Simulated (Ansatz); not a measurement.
**Potassium, fcc under LDA: from relaxation to bulk modulus**

The plan for potassium in the fcc structure: relax it, solve it on a dense k-mesh, switch on spin-orbit coupling, then scale the cell to 7 volumes from 88 to 112 % of the relaxed one and try a fit of the equation of state. The k-meshes are 8×8×8 for the relaxation; 14×14×14 for the dense run; 9×9×9 for spin-orbit coupling; 10×10×10 for the volumes.

This is K in the fcc structure; at room conditions it is bcc.

Program: Ansatz 0.2.0. Level of theory: DFT LDA (PW92), plane waves (420 eV) with PAW, scalar-relativistic; PAW files made under PBE, frozen cores solved again for the functional. These are calculated values, not measurements.

## 1. The system as given

Symmetry: Fm-3m, No. 225, cubic system. Conventional cell: a = 6.583 Å, b = 6.583 Å, c = 6.583 Å, α = 90.00°, β = 90.00°, γ = 90.00°.

Coordinates:

```
CELL_PARAMETERS angstrom
0.00000 3.29154 3.29154
3.29154 0.00000 3.29154
3.29154 3.29154 0.00000
ATOMIC_POSITIONS crystal
K 0.00000 0.00000 0.00000
```

## 2. Relaxation of the cell

The input, input.yaml:

```yaml
crystal:
  lattice:
    - [0.0, 3.2915437429, 3.2915437429]
    - [3.2915437429, 0.0, 3.2915437429]
    - [3.2915437429, 3.2915437429, 0.0]
  atoms:
    - { symbol: K, position: [0.0, 0.0, 0.0] }
hamiltonian:
  xc: lda
  pseudopotentials:
    kind: paw
    azcp:
      K: "pseudopotentials/K.paw.azcp"
basis:
  ecutwfc: 420
  fft_grid_basis: typed
kpoints:
  mp_grid: { grid: [8, 8, 8], shift: [0, 0, 0] }
magnetization:
  spin_polarized: false
scf:
  occupations: { method: fermi_dirac, width: 0.1 }
relax:
  max_steps: 60
  f_tol: 0.01
  cell: {}
```

The runs that follow: The energy on a finer k-mesh; With spin-orbit coupling; The cell scaled to 88 % of its volume; The cell scaled to 92 % of its volume; The cell scaled to 96 % of its volume; The cell scaled to 100 % of its volume; The cell scaled to 104 % of its volume; The cell scaled to 108 % of its volume; The cell scaled to 112 % of its volume.

Q: Predict the outcome of this session. Wanted: space group; conventional cell; volume; shortest distance; gap on the mesh; relative to bcc; V₀, B₀, B₀′.

As calculated:

| quantity | value |
| --- | --- |
| space group (spins left aside) | Fm-3m (No. 225) |
| conventional cell | a = 6.373 Å |
| volume | 64.703 Å³/atom |
| shortest distance | 4.506 Å |
| gap on the mesh | none (levels filled in part) |
| relative to bcc | -1 meV/atom |
| V₀, B₀, B₀′ | 64.350 Å³/atom, 4.5 GPa, 3.8 |

What this shows: The relaxation shrank the cell by 9.3 % in volume. It lies 1 meV/atom below the element's reference form at the same level (bcc, from a run of its own), within what mesh and smearing can decide. Levels at the Fermi energy are filled in part, as in a metal. The total energy of the spin-orbit run (on a coarser mesh) lies -22 meV/atom from the scalar one; mesh and treatment of the core enter this figure, so it is no spin-orbit energy. B₀ comes out at 4.5 GPa, a soft solid. Relaxation kept the symmetry; phonons were not checked.
